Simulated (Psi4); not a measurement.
# GeSiH4F2 (SMILES F[SiH](F)[GeH3]): a chain of runs

Aim: a geometry optimisation (BP86/def2-SVP), then the harmonic vibrations of GeSiH4F2. 

The results are computed with Psi4 1.11.

## Step 1: Starting point

GeSiH4F2: 8 atoms, total charge 0, spin state singlet. As SMILES, `F[SiH](F)[GeH3]`. Geometry: relaxed at PBE0-D4/def2-TZVP. The run starts from this shape.

Bond lengths: F1–Si2 1.592 Å, Si2–F3 1.592 Å, Si2–Ge4 2.377 Å, Si2–H5 1.481 Å, Ge4–H6 1.536 Å, Ge4–H7 1.534 Å, Ge4–H8 1.536 Å. Some angles: F1–Si2–F3 107.0°, F1–Si2–Ge4 109.5°, F3–Si2–Ge4 109.5°, F1–Si2–H5 107.4°, F3–Si2–H5 107.4°, Ge4–Si2–H5 115.8°, Si2–Ge4–H6 109.5°, Si2–Ge4–H7 110.3°, Si2–Ge4–H8 109.5°, H6–Ge4–H7 109.3°.

## Step 2: A geometry optimisation at BP86/def2-SVP (density fitting) (run 1)

File calc.py:

```python
import psi4

psi4.set_memory(1600000000)
psi4.set_num_threads(1)
psi4.set_output_file('psi4.out', False)

geom = psi4.geometry("""
0 1
F
Si 1 1.592309
F 2 1.592387 1 107.03325
Ge 2 2.377239 1 109.47828 3 118.57659
H 2 1.481136 1 107.35625 3 -114.99795
H 4 1.536006 2 109.54149 5 -59.54857
H 4 1.534465 6 109.3091 2 120.9591
H 4 1.536031 7 109.30658 6 -119.00566
""")

psi4.set_options({
    'basis': 'def2-SVP',
    'geom_maxiter': 60,
})

e_tot = psi4.optimize('bp86')
print(f'total energy {e_tot:.8f} hartree = {e_tot * 27.211386:.5f} eV')
print(geom.to_string(dtype='xyz', units='Angstrom'))
```

Run with:

```console
$ python calc.py
```

psi4.out:

```text
[...]
  Running in c1 symmetry.
[...]
  Nuclear repulsion =  355.505356164473824
[...]
  Multiplicity = 1
[...]
  Nalpha       = 34
  Nbeta        = 34
[...]
    Number of basis functions: 98
[...]
   @DF-RKS iter   1: -2566.80461752920701   -1.59460e+00   2.60153e-02 DIIS/ADIIS
[...]
   @DF-RKS iter   7: -2568.47346930949107   -1.36424e-12   2.28031e-09 DIIS
[...]
    Orbital Energies [Eh]
    ---------------------
    Doubly Occupied:
       1A   -397.154689     2A    -65.537066     3A    -49.185652
       4A    -43.811538     5A    -43.811386     6A    -43.811366
       7A    -24.286991     8A    -24.286900     9A     -5.984752
      10A     -5.141088    11A     -4.202864    12A     -4.202399
      13A     -4.202351    14A     -3.558180    15A     -3.556119
      16A     -3.553289    17A     -1.109706    18A     -1.109659
      19A     -1.108934    20A     -1.107422    21A     -1.107364
      22A     -1.073899    23A     -1.057473    24A     -0.539050
      25A     -0.491400    26A     -0.428989    27A     -0.412269
      28A     -0.395718    29A     -0.365984    30A     -0.357395
      31A     -0.350035    32A     -0.320848    33A     -0.320418
      34A     -0.270973
[...]
  @DF-RKS Final Energy: -2568.47346930949107
   => Energetics <=
    Nuclear Repulsion Energy =            350.8822142310519894
    One-Electron Energy =               -4275.7906956237948179
    Two-Electron Energy =                1479.0971830555208726
    DFT Exchange-Correlation Energy =    -122.6621709722689815
    Empirical Dispersion Energy =           0.0000000000000000
    VV10 Nonlocal Energy =                  0.0000000000000000
    Total Energy =                      -2568.4734693094910654
[...]
 Multipole Moments:
 ------------------------------------------------------------------------------------
     Multipole            Electronic (a.u.)      Nuclear  (a.u.)        Total (a.u.)
 ------------------------------------------------------------------------------------
 L = 1.  Multiply by 2.5417464519 to convert [e a0] to [Debye]
 Dipole X            :          5.1667288           -5.0690800            0.0976487
 Dipole Y            :          1.9356213           -1.4493504            0.4862709
 Dipole Z            :          1.4304873           -1.0711014            0.3593859
 Magnitude           :                                                    0.6124973
[...]
  -Total Gradient:
     Atom            X                  Y                   Z
    ------   -----------------  -----------------  -----------------
       1       -0.000034104074     0.000017213770     0.000026039647
       2        0.000040963772     0.000113853489     0.000084916533
       3       -0.000034311629     0.000030405268     0.000008905262
       4        0.000035300758    -0.000011592079    -0.000008154264
       5        0.000000796971     0.000068098675     0.000050132563
       6        0.000000651096     0.000029455429     0.000010299908
       7        0.000001405671     0.000031399796     0.000022960463
       8        0.000000833210     0.000018556015     0.000024991923
[...]
    Final optimized geometry and variables:
    Molecular point group: c1
    Full point group: C1
    Geometry (in Angstrom), charge = 0, multiplicity = 1:
    F
    SI            1    1.635316
    F             2    1.635314      1  107.067966
    GE            2    2.388341      1  109.003273      3  117.776097
    H             2    1.498277      1  107.707806      3 -115.596687
    H             4    1.550175      2  110.025934      5  -59.827542
    H             4    1.548509      6  108.971126      2  120.887478
    H             4    1.550174      7  108.971521      6 -118.398485
[...]
```

On the terminal:

```text
Optimizer: Optimization complete!
total energy -2568.47346931 hartree = -69891.72300 eV
8
0 1 F2GeH4Si
F                    -1.068437566608    -0.365531906166    -1.905439861354
Si                   -1.068437566608    -0.365531906166    -0.270124359974
F                    -1.068437566608    -1.928822439485     0.209850009569
Ge                    0.929541262917     0.686817826266     0.507572307831
H                    -2.355648776083     0.251104864855     0.185595889889
H                     0.972559269504     2.161542586638     0.031778268404
H                     2.172565072968    -0.055728644181    -0.041424689331
H                     0.972764513054     0.664583357753     2.056983938465
```

Run time: 46 s. Hardware: 1 thread of Intel Xeon Platinum 8259CL at 2.50GHz (Skylake/Cascade Lake), shared host; peak memory 0.69 GiB.

The path in brief:

```tsv
step	energy from the first frame kept (eV)	largest force (eV/Å)
0	0.0000	1.5865
1	-0.0688	0.5255
2	-0.0736	0.0953
3	-0.0738	0.0132
4	-0.0739	0.0058
5	-0.0739	0.0076
```

After the run. Bond lengths: F1–Si2 1.635 Å, Si2–F3 1.635 Å, Si2–Ge4 2.388 Å, Si2–H5 1.498 Å, Ge4–H6 1.550 Å, Ge4–H7 1.549 Å, Ge4–H8 1.550 Å. Some angles: F1–Si2–F3 107.1°, F1–Si2–Ge4 109.0°, F3–Si2–Ge4 109.0°, F1–Si2–H5 107.7°, F3–Si2–H5 107.7°, Ge4–Si2–H5 116.0°, Si2–Ge4–H6 110.0°, Si2–Ge4–H7 110.2°, Si2–Ge4–H8 110.0°, H6–Ge4–H7 109.0°.

## Step 3: The harmonic vibrations at BP86/def2-SVP (density fitting) (run 2)

File input.dat:

```
memory 1600 MB

molecule {
  0 1
  F
  Si 1 r2
  F 2 r3 1 a3
  Ge 2 r4 3 a4 1 d4
  H 2 r5 3 a5 1 d5
  H 4 r6 2 a6 5 d6
  H 4 r7 6 a7 2 d7
  H 4 r8 7 a8 6 d8

  r2 = 1.635315
  r3 = 1.635315
  a3 = 107.06798
  r4 = 2.38834
  a4 = 109.00445
  d4 = -117.77537
  r5 = 1.498278
  a5 = 107.70785
  d5 = 115.59661
  r6 = 1.550175
  a6 = 110.02595
  d6 = -59.82754
  r7 = 1.54851
  a7 = 108.9711
  d7 = 120.88749
  r8 = 1.550174
  a8 = 108.97152
  d8 = -118.39842
  units angstrom
}

set {
  basis def2-SVP
  t 298.15
  rotational_symmetry_number 1
}

freq("bp86")
```

Run with:

```console
$ psi4 input.dat output.dat -n 1
```

output.dat, shortened:

```text
[...]
  Running in c1 symmetry.
[...]
  Nuclear repulsion =  350.882236771171108
[...]
  Multiplicity = 1
[...]
  Nalpha       = 34
  Nbeta        = 34
[...]
    Number of basis functions: 98
[...]
   @DF-RKS iter   1: -2566.80283898118842   -1.68577e+00   2.60139e-02 DIIS/ADIIS
[...]
   @DF-RKS iter  13: -2568.47346803485698   -4.54747e-12   9.19561e-09 DIIS
[...]
  @DF-RKS Final Energy: -2568.47346803485698
   => Energetics <=
    Nuclear Repulsion Energy =            350.9016960203435360
    One-Electron Energy =               -4275.8304727559407183
    Two-Electron Energy =                1479.1179909860306907
    DFT Exchange-Correlation Energy =    -122.6626822852903160
    Empirical Dispersion Energy =           0.0000000000000000
    VV10 Nonlocal Energy =                  0.0000000000000000
    Total Energy =                      -2568.4734680348569782
[...]
 Multipole Moments:
[...]
  -Total Gradient:
     Atom            X                  Y                   Z
    ------   -----------------  -----------------  -----------------
       1       -0.000028159550     0.000020359536     0.000027724102
       2        0.000021225196     0.000112555792     0.000100343701
       3       -0.000032666524     0.000031725346     0.000005020669
       4        0.000181152609    -0.000099834671     0.000419388589
       5       -0.000000557982     0.000066957217     0.000048706747
       6       -0.000006361304     0.000040195170     0.000026433035
       7       -0.000143977160     0.000118468903     0.000155163436
       8        0.000020810987     0.000008142864    -0.000564207010
[...]
  ==> Harmonic Vibrational Analysis <==
[...]
  Freq [cm^-1]                 85.4364             116.1837            166.6802
[...]
  IR activ [km/mol]             0.0458              1.7602             10.8484
[...]
  Freq [cm^-1]                 281.1464            346.5193            449.2616
[...]
  IR activ [km/mol]            22.4183              3.6013             15.0109
[...]
  Freq [cm^-1]                 475.7006            749.7161            792.1001
[...]
  IR activ [km/mol]            18.7531             303.8799             3.2110
[...]
  Freq [cm^-1]                 796.3129            845.2303            847.7387
[...]
  Freq [cm^-1]                 862.4926            928.6364           2073.6319
[...]
  Freq [cm^-1]                2087.9942           2093.7557           2183.8857
[...]
```

The script printed:

```text
Warning: used thermodynamics relations inappropriate for low-frequency modes: ['85.4364' '116.1837' '166.6802' '281.1464' '346.5193' '449.2616'
 '475.7006']
```

It took 6.3 min on 1 thread of Intel Xeon Platinum 8259CL at 2.50GHz (Skylake/Cascade Lake), shared host; peak memory 0.72 GiB.

## Step 4: Summary of results

```
                                                                       quantity             value
                                  run 1, BP86/def2-SVP: total energy at the end    -2568.47347 Eh
                                            run 1, BP86/def2-SVP: dipole moment            1.56 D
                                              run 1, BP86/def2-SVP: HOMO energy          -7.37 eV
                                              run 1, BP86/def2-SVP: LUMO energy          -1.01 eV
                                            run 1, BP86/def2-SVP: HOMO–LUMO gap           6.36 eV
                               run 2, BP86/def2-SVP: lowest harmonic wavenumber           85 cm⁻¹
                              run 2, BP86/def2-SVP: highest harmonic wavenumber         2184 cm⁻¹
                                        run 2, BP86/def2-SVP: zero-point energy       96.8 kJ/mol
run 2, BP86/def2-SVP: ideal-gas entropy at 298.15 K (symmetry number 1 as used)  83.2 cal/(mol K)
```

In words: The optimisation (run 1, BP86/def2-SVP) took 6 steps and changed the energy by -0.074 eV. All 18 modes (run 2, BP86/def2-SVP) are real, so the shape is a minimum at this level.
